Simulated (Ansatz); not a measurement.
# YAu2: the cost of one run

Computed with Ansatz 0.2.0 (DFT, r2SCAN, PAW with Ansatz's default frozen-core files, scalar-relativistic, unless a step's input says otherwise).

2 further runs of the same task are left out: 2 that didn't finish.

## (1) Starting point

It takes space group I4/mmm (No. 139, tetragonal). Conventional cell: a = 3.723 Å, b = 3.723 Å, c = 9.031 Å, α = 90.00°, β = 90.00°, γ = 90.00°. Y (site symmetry 4/mmm) has 10 Au at 3.02 to 3.03 Å as nearest neighbours. Au (site symmetry 4mm) has 5 Au at 2.98 to 3.05 Å and 5 Y at 3.02 to 3.03 Å as nearest neighbours.

As a file:

```cif
data_structure
_symmetry_space_group_name_H-M 'I4/mmm'
_symmetry_Int_Tables_number 139
_cell_length_a 3.7228
_cell_length_b 3.7228
_cell_length_c 9.0312
_cell_angle_alpha 90.000
_cell_angle_beta 90.000
_cell_angle_gamma 90.000
_cell_volume 125.17
loop_
_atom_site_label
_atom_site_type_symbol
_atom_site_symmetry_multiplicity
_atom_site_Wyckoff_symbol
_atom_site_fract_x
_atom_site_fract_y
_atom_site_fract_z
_atom_site_occupancy
Y1 Y 2 a 0.00000 0.00000 0.00000 1
Au1 Au 4 e 0.50000 0.50000 0.16515 1
```

The file gives the conventional cell by its symmetry; the runs use the cell typed in the input.

Atoms are numbered in the order of the input: Y1, Au2, Au3.

## (2) Shortest bond scaled by 1, PAW

input.yaml

```yaml
crystal:
  lattice:
    - [-1.861408174, 1.861408174, 4.515619608]
    - [1.861408174, -1.861408174, 4.515619608]
    - [1.861408174, 1.861408174, -4.515619608]
  atoms:
    - { symbol: "Y", position: [0.0, 0.0, 0.0] }
    - { symbol: Au, position: [0.66514673, 0.66514673, 0.0] }
    - { symbol: Au, position: [0.33485327, 0.33485327, 0.0] }
kpoints:
  mp_grid: { grid: [11, 11, 11] }
scf:
  occupations: { method: fermi_dirac, width: 0.05 }
hamiltonian:
  xc: r2scan
  pseudopotentials: { kind: paw }
output:
  forces: true
  stress: true
  eigenvalues: true
  efg: { contact_densities: true }
  populations: true
```

On the command line:

```
ansatz run input.yaml --threads 1 --pin off --max-ram 3072MiB --backend cpu --events-out ev --progress --plain --runs-dir out
```

What time and memory should one allow on 1 thread of Intel Xeon Platinum 8259CL at 2.50GHz (Skylake/Cascade Lake), shared host?

About 36 s, with a peak of 0.86 GiB.
